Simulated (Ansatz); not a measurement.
# GaNH₄ (singlet): the correlation ladder, cc-pVTZ

Aim: climb from Hartree-Fock through coupled cluster for GaNH₄ (singlet) at one geometry and basis, and see what each rung misses.

Program: Ansatz 0.2.0, Gaussian basis. Level of theory: cc-pVTZ, core rule «outside noble gas», up to 15 orbitals frozen. These are calculated values, not measurements.

The runs, in order: UHF; CCSD(T) on RHF; BCCD(T) on RHF; CCSDT(Q) on RHF.

6 further runs of the same task are left out: 3 for a known fault of the program, 3 set aside as unsound or not needed.

## Step 1: The system

The geometry is a PBE0/def2-TZVP stationary point (not a proven minimum). No spin-orbit coupling is included. The filled d shell of Ga may be among the frozen orbitals whatever the setting's name suggests; the logs give the count.

6 atoms, charge 0, spin multiplicity 1.

Atoms are counted from 1 here; the program's logs count them from 0.

Bond lengths: N1–Ga2 1.814 Å, N1–H3 1.006 Å, N1–H4 1.006 Å, Ga2–H5 1.561 Å, Ga2–H6 1.561 Å. Angles: Ga2–N1–H3 124.0°, Ga2–N1–H4 124.0°, H3–N1–H4 111.9°, N1–Ga2–H5 116.8°, N1–Ga2–H6 116.8°, H5–Ga2–H6 126.5°.

Coordinates:

```mol
GaH4N
  3D, bonds by distance, orders not assigned

  6  5  0  0  0  0  0  0  0  0999 V2000
    0.0000    0.0000    1.4857 N   0  0
    0.0000    0.0000   -0.3279 Ga  0  0
    0.0000    0.8333    2.0488 H   0  0
    0.0000   -0.8333    2.0488 H   0  0
    0.0000    1.3943   -1.0310 H   0  0
    0.0000   -1.3943   -1.0310 H   0  0
  1  2  8  0
  1  3  8  0
  1  4  8  0
  2  5  8  0
  2  6  8  0
M  END
```

## Step 2: UHF

File in.yaml:

```yaml
crystal:
  periodic: [false, false, false]
  atoms:
    - {symbol: N, position_ang: [0.000000, 0.000000, 1.485666]}
    - {symbol: Ga, position_ang: [0.000000, 0.000000, -0.327885]}
    - {symbol: H, position_ang: [0.000000, 0.833308, 2.048783]}
    - {symbol: H, position_ang: [0.000000, -0.833308, 2.048783]}
    - {symbol: H, position_ang: [0.000000, 1.394263, -1.030956]}
    - {symbol: H, position_ang: [0.000000, -1.394263, -1.030956]}
basis:
  gaussian: {orbitals: cc-pVTZ}
magnetization: {spin_polarized: true, initial_magnetization: 0}
hamiltonian: {xc: hf}
output: {orbitals: {seedname: orbitals}}
```

On the command line:

```console
ansatz run in.yaml --threads 1 --pin off --events-out ev --progress --plain --max-ram 4096MiB --backend cpu
```

After this run come: CCSD(T) on RHF; BCCD(T) on RHF; CCSDT(Q) on RHF.

**Question.** What will the summary of the whole plan be? Wanted: RCCSDT(Q) below the RHF energy; RMP2 from RCCSDT(Q); RCCSD from RCCSDT(Q); RCCSD(T) from RCCSDT(Q); T1 diagnostic.

**Answer**, as computed:

| quantity | value |
| --- | --- |
| RCCSDT(Q) below the RHF energy | -9.2855 eV |
| RMP2 from RCCSDT(Q) | +936.4 meV |
| RCCSD from RCCSDT(Q) | +324.8 meV |
| RCCSD(T) from RCCSDT(Q) | +27.8 meV |
| levels within 1 kcal/mol (43 meV) | RCCSD(T), BCCD(T), RCCSDT |
| T1 diagnostic | 0.013 |

What this shows: RCCSD(T) misses by +27.8 meV, 0.3 % of the correlation energy. These misses are within one basis, not against nature.
